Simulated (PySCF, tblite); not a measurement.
# C4H8N2OSi: geometry, infrared bands and NMR shifts

Wanted: the infrared bands and NMR shifts of C4H8N2OSi (`CC(=O)N[Si@H]1CC=N1`), by calculation.

Programs: tblite 0.8.0 and PySCF 2.14.0, with density-fitted response routines of our own. Each step states its level of theory. These are calculated values for one molecule in the gas phase, unless marked as measured. Atoms are numbered from 0 throughout.

## (1) The molecule as given

16 atoms, charge 0, multiplicity 1; geometry from: force field or distance geometry start.

Bonds of the start (Å): C0–C1 1.46, C1–O2 1.26, C1–N3 1.44, N3–Si4 1.78, Si4–C5 1.84, C5–C6 1.51, C6–N7 1.30, N7–Si4 1.75, C0–H8 1.11, C0–H9 1.11, C0–H10 1.13, N3–H11 1.06, Si4–H12 1.45, C5–H13 1.10, C5–H14 1.12, C6–H15 1.10.

## (2) Optimising the geometry with GFN2-xTB

What the job is given:

```
{"job": {"kind": "relax", "xc": "GFN2-xTB", "basis": "xTB"}, "charge": 0, "multiplicity": 1}
C     -2.950900     0.337100     0.387800
C     -1.657800    -0.061900    -0.167900
O     -1.448900    -0.181200    -1.408400
N     -0.610200    -0.323600     0.779200
Si     0.973300    -0.825200     0.139500
C      2.146500     0.543600    -0.233900
C      2.891700     0.021100     0.972900
N      2.186600    -0.985500     1.389400
H     -3.082500     1.441800     0.378400
H     -3.103100    -0.083500     1.404100
H     -3.746100    -0.166800    -0.245400
H     -0.780400    -0.240800     1.820200
H      0.953600    -1.838600    -0.903700
H      2.702500     0.419800    -1.178300
H      1.701500     1.550600    -0.034300
H      3.816800     0.401900     1.423900
```

Started as:

```console
$ OMP_NUM_THREADS=1 python probes_run.py task.json out
```

The driver reads the jobs from task.json and runs them one after another.

**Question.** This job is followed by: GFN2-xTB harmonic vibrations, gas phase; GIAO PBE0/pcSseg-1 NMR shielding, non-relativistic, gas phase. Predict these results of the whole session: strongest single infrared mode (GFN2-xTB); zero-point energy (GFN2-xTB); 13C shifts against TMS (PBE0/pcSseg-1); 1H shifts against TMS (PBE0/pcSseg-1, means over atoms taken as alike); 17O shifts against H2O (PBE0/pcSseg-1); 15N shifts against NH3 (PBE0/pcSseg-1); 29Si shifts against TMS (PBE0/pcSseg-1); surface potential, 1st and 99th percentile.

As calculated:

| quantity | value |
| --- | --- |
| strongest single infrared mode (GFN2-xTB) | 1395 cm⁻¹, 548 km/mol |
| zero-point energy (GFN2-xTB) | 73.8 kcal/mol |
| 13C shifts against TMS (PBE0/pcSseg-1) | 200.7, 180.3, 39.5, 23.2 ppm |
| 1H shifts against TMS (PBE0/pcSseg-1, means over atoms taken as alike) | 9.42, 5.74, 5.05, 2.57, 2.52, 2.10 ppm |
| 17O shifts against H2O (PBE0/pcSseg-1) | 439.6 ppm |
| 15N shifts against NH3 (PBE0/pcSseg-1) | 460.5, 134.0 ppm |
| 29Si shifts against TMS (PBE0/pcSseg-1) | -15.6 ppm |
| surface potential, 1st and 99th percentile | -1.99 V and 2.04 V |

Over 123 steps the energy fell by 0.760 eV; of the close pairs, C1–N3 changed most, 1.436 to 1.346 Å. No mode is imaginary among the 42: a minimum at this level. The strongest single mode, at 1395 cm⁻¹, moves mainly C1 and N3. Unscaled tight-binding wavenumbers are off by several per cent, some by more. Its intensities can rank the bands wrongly. At PBE0/pcSseg-1: The largest span, 791 ppm, is at N7, where the paramagnetic term is -525 ppm.
